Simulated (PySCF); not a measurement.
**TaF₃: one geometry, several methods**

Aim: at the PBE0 minimum of singlet TaF₃, found before, compare methods on energies and levels.

Method: several methods, basis Ta def2-TZVP with ECP60, F def2-TZVP, scalar-relativistic core potentials, no spin–orbit coupling, density fitting; program: PySCF 2.14.0.

### Step 1. The system as given

4 atoms, charge 0, spin multiplicity 1.

Bond lengths: Ta1–F2 1.836 Å, Ta1–F3 1.836 Å, Ta1–F4 1.836 Å. Angles: F2–Ta1–F3 120.0°, F2–Ta1–F4 120.0°, F3–Ta1–F4 120.0°.

Z-matrix (Å, degrees; charge 0 multiplicity 1):
```
Ta
F  1 1.8365
F  1 1.8365 2 120.00
F  1 1.8365 2 120.00 3 180.00
```

### Step 2. PBE0

One driver script runs all steps and calls PySCF; scf.py shows the equivalent input of each level. Each SCF starts from the density of the minimum. The driver also runs the species with one electron less or more at the same geometry (one less: multiplicity 2, one more: multiplicity 2); their logs are not shown.

Input file scf.py:

```python
from pyscf import gto, scf, dft
mol = gto.M(atom='''
Ta     0.000000     0.000000     0.000000
F      1.836458    -0.000020    -0.000000
F     -0.918211     1.590429    -0.000000
F     -0.918247    -1.590409     0.000000''',
    basis={'Ta': 'def2-TZVP', 'F': 'def2-TZVP'},
    ecp={'Ta': 'def2-TZVP'},
    charge=0, spin=0)
mf = dft.RKS(mol, xc='PBE0')
mf.grids.atom_grid = (99, 590)
aux = {'Ta': 'def2-universal-JKFIT', 'F': 'def2-universal-JKFIT'}
mf = mf.density_fit(auxbasis=aux)
mf.kernel()
```

### Step 3. HF

scf.py, as its differences from that of step 2:

```diff
@@ -10,2 +10 @@
-mf = dft.RKS(mol, xc='PBE0')
-mf.grids.atom_grid = (99, 590)
+mf = scf.RHF(mol)
```

### Step 4. MP2

scf.py, as its differences from that of step 3:

```diff
@@ -13,0 +14,2 @@
+from pyscf.mp import dfmp2
+dfmp2.DFMP2(mf, frozen=3).kernel()  # the driver gives MP2 a fitting basis of its own (RI)
```

### Step 5. PBE

scf.py, as its differences from that of step 4:

```diff
@@ -10 +10,2 @@
-mf = scf.RHF(mol)
+mf = dft.RKS(mol, xc='PBE')
+mf.grids.atom_grid = (99, 590)
@@ -14,2 +14,0 @@
-from pyscf.mp import dfmp2
-dfmp2.DFMP2(mf, frozen=3).kernel()  # the driver gives MP2 a fitting basis of its own (RI)
```

### Step 6. r2SCAN

scf.py, as its differences from that of step 5:

```diff
@@ -10 +10 @@
-mf = dft.RKS(mol, xc='PBE')
+mf = dft.RKS(mol, xc='R2SCAN')
```

### Step 7. B3LYP

scf.py, as its differences from that of step 6:

```diff
@@ -10 +10 @@
-mf = dft.RKS(mol, xc='R2SCAN')
+mf = dft.RKS(mol, xc='B3LYP')
```

### Step 8. TPSSh

scf.py, as its differences from that of step 7:

```diff
@@ -10 +10 @@
-mf = dft.RKS(mol, xc='B3LYP')
+mf = dft.RKS(mol, xc='TPSSH')
```

### Step 9. LDA

scf.py, as its differences from that of step 8:

```diff
@@ -10 +10 @@
-mf = dft.RKS(mol, xc='TPSSH')
+mf = dft.RKS(mol, xc='LDA,VWN')
```

(Steps that only read results are left out.)

What does the calculation give? Wanted: atomisation energy, range; vertical ionisation energy, range; vertical electron affinity, range; orbital gap, range.

As calculated:

| quantity | value |
| --- | --- |
| atomisation energy, range | 1285 (HF) to 2205 (LDA) kJ/mol |
| vertical ionisation energy, range | 7.36 (HF) to 8.31 (LDA) eV |
| vertical electron affinity, range | -0.43 (HF) to 0.33 (LDA) eV |
| orbital gap, range | 1.30 (LDA) to 10.77 (HF) eV |

What this shows: The atomisation energy spreads over 920 kJ/mol, from HF to LDA; without a CCSD(T) value for it there is no yardstick here. Without diffuse functions electron affinities tend to come out too low. The closed shell proved unstable towards spin polarisation, so a lower open-shell solution exists. Spin–orbit coupling, left out here, can matter for elements this heavy.
